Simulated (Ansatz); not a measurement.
# BH8PSiSn: how energies converge with the basis set

Aim: see how fast density functionals converge with the basis set for BH8PSiSn.

The runs use Ansatz 0.2.0, Gaussian basis; one geometry, several basis sets.

Plan: PBE0-D4/def2-SVP; ωB97M-V/def2-SVP; PBE0-D4/def2-QZVPP; ωB97M-V/def2-QZVPP; the functionals' def2-TZVPP values are taken from earlier runs.

### 1 The relaxed structure

An earlier PBE0-D4 in a triple-zeta def2 set relaxation fixed the geometry. Sn takes the def2 core potential; no spin-orbit term is included.

SMILES `B[P]([SiH3])[SnH3]`, 12 atoms, charge 0, spin multiplicity 1.

Atoms are counted from 1 here; the program's logs count them from 0.

Bond lengths: B1–P2 1.850 Å, B1–H5 1.195 Å, B1–H6 1.195 Å, P2–Si3 2.233 Å, P2–Sn4 2.484 Å, Si3–H7 1.486 Å, Si3–H8 1.487 Å, Si3–H9 1.485 Å, Sn4–H10 1.707 Å, Sn4–H11 1.706 Å, Sn4–H12 1.702 Å. Angles: P2–B1–H5 119.7°, P2–B1–H6 119.6°, H5–B1–H6 120.4°, B1–P2–Si3 105.2°, B1–P2–Sn4 105.4°, Si3–P2–Sn4 108.2°, P2–Si3–H7 109.2°, P2–Si3–H8 112.6°, P2–Si3–H9 107.2°, H7–Si3–H8 108.2°, H7–Si3–H9 109.9°, H8–Si3–H9 109.8°, P2–Sn4–H10 110.5°, P2–Sn4–H11 108.8°, P2–Sn4–H12 106.7°, H10–Sn4–H11 109.3°, H10–Sn4–H12 110.8°, H11–Sn4–H12 110.7°.

### 2 PBE0-D4 in def2-SVP

Input file in.yaml:

```yaml
crystal:
  periodic: [false, false, false]
  atoms:
    - {symbol: B, position_ang: [-1.793287, 0.885526, 0.127443]}
    - {symbol: P, position_ang: [-0.610773, -0.302947, -0.655823]}
    - {symbol: Si, position_ang: [-0.111688, -1.773619, 0.949201]}
    - {symbol: Sn, position_ang: [1.428665, 1.025734, -1.149482]}
    - {symbol: H, position_ang: [-1.851079, 2.011314, -0.269140]}
    - {symbol: H, position_ang: [-2.571751, 0.490817, 0.943803]}
    - {symbol: H, position_ang: [0.693788, -2.877987, 0.366267]}
    - {symbol: H, position_ang: [0.669117, -1.164555, 2.058012]}
    - {symbol: H, position_ang: [-1.395077, -2.306319, 1.472110]}
    - {symbol: H, position_ang: [2.284812, 1.362311, 0.288205]}
    - {symbol: H, position_ang: [2.427525, 0.129687, -2.202364]}
    - {symbol: H, position_ang: [0.906747, 2.464938, -1.894233]}
basis:
  gaussian: {orbitals: def2-SVP}
hamiltonian: {xc: pbe0, dispersion: d4}
output: {orbitals: {seedname: orbitals}}
```

On the command line:

```sh
ansatz run in.yaml --threads 4 --pin off --events-out ev --progress --plain --max-ram 10444MiB
```

After this run come: ωB97M-V in def2-SVP; PBE0-D4 in def2-QZVPP; ωB97M-V in def2-QZVPP.

**Question.** What will the summary of the whole plan be? Wanted: PBE0-D4: double and triple zeta above quadruple; ωB97M-V: double and triple zeta above quadruple.

The runs gave:

| quantity | value |
| --- | --- |
| PBE0-D4: double and triple zeta above quadruple | 7.67, 0.66 eV |
| ωB97M-V: double and triple zeta above quadruple | 7.81, 0.62 eV |

**Reading.** PBE0-D4 gains 7.02 eV from double to triple zeta, then 0.66 eV more. Total energies overstate the basis error of differences, where much of it tends to cancel.
